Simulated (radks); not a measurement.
# As inside a hard spherical wall

The task here is to estimate one member of a computed series from the others.

Method: scalar-relativistic Kohn-Sham, PBE, spin-unpolarised, spherical densities, finite nucleus. Code: radks (a radial shooting solver on a logarithmic mesh, Libxc functionals) version 1.

## The atom as given

| Item | Value |
| --- | --- |
| element | arsenic (Z = 33) |
| charge | 0 |
| electrons | 33 |
| configuration | [Ar] 3d10 4s2 4p3 |
| nuclear rms radius | 4.0968 fm |

Outer shells as boxes (Hund's rule):

As
```
[Ar] core
3d [↑↓][↑↓][↑↓][↑↓][↑↓]
4s [↑↓]
4p [↑ ][↑ ][↑ ]
```

Set-up of the first run:

Settings of this run:

```text
Z 33
configuration [Ar] 3d10 4s2 4p3 5s0 4d0 5p0
relativity scalar-relativistic
functional pbe,pbe
spin unpolarised
nucleus finite rms 4.0968 fm
c 137.035999084
```

Steps of the session up to this table: The free atom; Wall at 15 bohr; Wall at 6 bohr; Wall at 5 bohr; Wall at 3.5 bohr; Wall at 2.5 bohr; Wall at 2 bohr; Wall at 1.5 bohr.

One of the session's tables, all rows but one given; the rest of the session is left out.

| R (bohr) | E − E(free) (eV) | ε(4p) (eV) | ε(5s, empty) (eV) | ε(5p, empty) (eV) | ε(4d, empty) (eV) |
| --- | --- | --- | --- | --- | --- |
| free | 0.000 | -5.195 | - | - | - |
| 15 | 0.000 | -5.195 | -0.414 | 0.632 | 1.187 |
| 6 | 0.663 | -4.361 | 5.378 | 10.091 | 5.908 |
| 5 | 2.383 | -3.017 | 11.361 | 17.925 | 9.111 |
| 3.5 | 19.272 | 5.058 | 41.376 | 52.867 | 23.282 |
| 2.5 | ? | ? | ? | ? | ? |
| 2 | 255.39 | 69.737 | 235.83 | 256.33 | 106.95 |
| 1.5 | 827.58 | 189.64 | 537.10 | 554.92 | 232.28 |

**Question.** Estimate the row for R (bohr) = 2.5.

Worked estimate for «E − E(free) (eV)». A straight line through the neighbours (3.5, 19.272) and (2, 255.39) gives 19.272 + (255.39 − 19.272) × (2.5 − 3.5) / (2 − 3.5) = 176.684; a parabola fitted to 4 rows on both sides gives 196.802.

The run gave: E − E(free) (eV): 97.280; ε(4p) (eV): 29.753; ε(5s, empty) (eV): 121.24; ε(5p, empty) (eV): 138.59; ε(4d, empty) (eV): 58.345. In «E − E(free) (eV)» the line misses by +79.404 and the parabola by +99.522. Between these rows the values bend or scatter more than so simple an estimate can follow.

Shells are not refilled when levels cross, and a hard wall is a model, not a crystal.
